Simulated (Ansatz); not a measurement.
# CH4Cl2GeO, SMILES [CH3][Ge]([OH])([Cl])[Cl]: a ladder of methods at one geometry

Computed with Ansatz's Python interface.

Notebook, run cell by cell (the value of a cell's last expression is shown):

**Cell 1**
```python
from pathlib import Path
import warnings

import ansatz
import numpy as np
```

**Cell 2**
```python
warnings.simplefilter("ignore", ansatz.DeckWarning)
```

**Cell 3**
```python
geometry_ang = [
    ("C", (-1.0851, -0.1137, 0.4944)),
    ("Ge", (0.5045, 0.2347, -0.5139)),
    ("O", (1.8825, -0.0084, 0.5499)),
    ("Cl", (0.6871, -1.1385, -2.1761)),
    ("Cl", (0.526, 2.2602, -1.2833)),
    ("H", (-1.1433, -1.0933, 0.866)),
    ("H", (-1.1606, 0.6436, 1.337)),
    ("H", (-1.9665, 0.1041, -0.1926)),
    ("H", (1.844, -0.9351, 0.9014)),
]
ch4cl2geo = ansatz.Crystal.molecule()
for symbol, xyz in geometry_ang:
    ch4cl2geo = ch4cl2geo.atom(symbol, xyz)
```

**Cell 4**
```python
model = ch4cl2geo.calculation().basis(gaussian="def2-SVP")

print("functional    E (Ha)        dipole (D)   HOMO (eV)  LUMO (eV)")
for name in ["lc_wpbe", "pbe", "hse06", "b3lyp", "lda", "cam_b3lyp"]:
    report = model.functional(name).forces().orbitals().run(threads=1, runs_dir="runs").report
    lines = Path(report["orbitals_path"]).read_text().splitlines()
    field_of = lambda key: [line.split("=")[1].strip() for line in lines if line.startswith(key)]
    orbitals = [(27.211386 * float(e), s, float(n)) for e, s, n in zip(field_of("Ene="), field_of("Spin="), field_of("Occup="))]
    homo = max(e for e, _, n in orbitals if n > 0.5)
    lumo = min(e for e, _, n in orbitals if n < 0.5)
    dipole = 4.803205 * np.linalg.norm(report["charge_distribution"]["dipole_moment_e_ang"])
    print(f"{name:10s} {report['free_energy_ev'] / 27.211386246:14.6f} {dipole:9.3f} {homo:11.3f} {lumo:10.3f}")
```
Output:
```text
functional    E (Ha)        dipole (D)   HOMO (eV)  LUMO (eV)
lc_wpbe      -3112.029274     3.426     -11.606      1.865
pbe          -3111.789829     3.195      -7.184     -1.468
hse06        -3111.910651     3.324      -8.427     -0.856
b3lyp        -3112.689221     3.232      -8.475     -0.732
lda          -3105.561669     3.254      -7.296     -1.676
cam_b3lyp    -3112.713155     3.284     -10.136      0.668
```

Notes:
- Total energies depend on the basis set; only differences at equal settings carry meaning.
- The geometry is a force-field or estimated start, not a minimum of this method, and the basis set is short of its limit. A lower total doesn't mark the better method: functionals have no common bound, and MP2 and coupled cluster aren't variational.
- b3lyp holds the VWN-RPA fit, as in Gaussian; the form of ORCA and Turbomole is b3lyp5.
- Levels such as HOMO and LUMO are orbital energies: with these approximate functionals they aren't the ionisation energy and electron affinity, and their gap isn't the fundamental gap.
- hse06 follows the composition of plane-wave codes, whose totals differ by tens of mHa, up to about 0.1 Ha, from the form usual in Gaussian-basis programs (wpbeh).
- Run time: 24 s on 1 thread of Intel(R) Xeon(R) Processor @ 2.30GHz, with other jobs on the host, peak memory 0.44 GiB.
